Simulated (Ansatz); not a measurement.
# AlFH2SSi: ionisation energy by level of theory

Aim: the vertical ionisation energy of AlFH2SSi, as cation minus neutral at the neutral's geometry, on several levels, and how well −ε(HOMO) stands in for it.

Computed with Ansatz 0.2.0, Gaussian basis. Level: unrestricted cation, the program's frozen cores in correlated methods.

The runs, in order: UKS PBE-D4/def2-TZVPP; UKS r2SCAN-D4/def2-TZVPP; UKS PBE0-D4/def2-TZVPP; UKS B3LYP-D4/def2-TZVPP; UKS wB97X-V/def2-TZVPP; UKS wB97M-V/def2-TZVPP; UKS B2PLYP/def2-TZVPP; UHF-CCSD(T)/def2-TZVPP; UHF-MP2/def2-QZVPP; extrapolation to the limit; then −ε(HOMO) from the neutral's earlier runs with LDA (SPW92), PBE-D4, revPBE-D4, BLYP-D4, r2SCAN-D4, B97M-V, PBE0-D4, B3LYP-D4, r2SCANh-D4, r2SCAN0-D4, HSE06-D4, BHLYP-D4, CAM-B3LYP-D4, LC-ωPBE, ωB97X-V, ωB97M-V.

**1. The relaxed structure**

All runs share one geometry, relaxed beforehand with PBE0-D4 in a triple-zeta def2 set.

SMILES `[F][Al]1[SiH2][S]1`, 6 atoms, charge 0, spin multiplicity 1.

Atoms are counted from 1 here; the program's logs count them from 0.

Bond lengths: F1–Al2 1.638 Å, Al2–Si3 2.303 Å, Al2–S4 2.154 Å, Si3–S4 2.221 Å, Si3–H5 1.486 Å, Si3–H6 1.486 Å. Angles: F1–Al2–Si3 163.0°, F1–Al2–S4 137.4°, Si3–Al2–S4 59.7°, Al2–Si3–S4 56.8°, Al2–Si3–H5 125.1°, Al2–Si3–H6 125.1°, S4–Si3–H5 112.8°, S4–Si3–H6 112.8°, H5–Si3–H6 108.9°, Al2–S4–Si3 63.5°.

**2. Cation, UKS PBE-D4/def2-TZVPP**

in.yaml reads:

```yaml
crystal:
  periodic: [false, false, false]
  atoms:
    - {symbol: F, position_ang: [-0.301951, -2.925431, 0.620876]}
    - {symbol: Al, position_ang: [-0.235288, -1.339744, 0.216118]}
    - {symbol: Si, position_ang: [0.432768, 0.854427, 0.012993]}
    - {symbol: S, position_ang: [-1.422093, 0.058739, -0.914031]}
    - {symbol: H, position_ang: [1.404038, 1.362860, -0.989716]}
    - {symbol: H, position_ang: [0.164624, 1.925048, 1.007560]}
basis:
  gaussian: {orbitals: def2-TZVPP}
total_charge: 1
magnetization: {spin_polarized: true, initial_magnetization: 1}
hamiltonian: {xc: pbe, dispersion: d4}
```

Command:

```console
> ansatz run in.yaml --threads 2 --pin off --events-out ev --progress --plain --max-ram 4352MiB
```

Further steps of the session: Cation, UKS r2SCAN-D4/def2-TZVPP; Cation, UKS PBE0-D4/def2-TZVPP; Cation, UKS B3LYP-D4/def2-TZVPP; Cation, UKS wB97X-V/def2-TZVPP; Cation, UKS wB97M-V/def2-TZVPP; Cation, UKS B2PLYP (frozen core)/def2-TZVPP; Cation, UHF-CCSD(T)/def2-TZVPP; Cation, UHF-MP2/def2-QZVPP.

Q: Predict the results of all the runs planned. Wanted: ionisation energy, CCSD(T)/CBS; nearest functional by difference; nearest −ε(HOMO); −ε(HOMO) of PBE; T1 of the cation.

The runs gave:

| quantity | value |
| --- | --- |
| ionisation energy, CCSD(T)/CBS | 9.13 eV |
| nearest functional by difference | ωB97M-V (-0.08 eV) |
| nearest −ε(HOMO) | ωB97X-V (-0.05 eV) |
| −ε(HOMO) of PBE | 5.94 eV |
| T1 of the cation | 0.019 |

**Reading.** By cation minus neutral, the functionals miss by 0.26 eV at most. −ε(HOMO) of PBE misses by 3.2 eV, since self-interaction lifts the level. Among orbital estimates ωB97X-V comes nearest. Hartree-Fock falls 0.94 eV short, as the neutral has more correlation energy than the cation. The cation may have settled in a state other than its lowest; no search over hole states beyond the program's own was made.
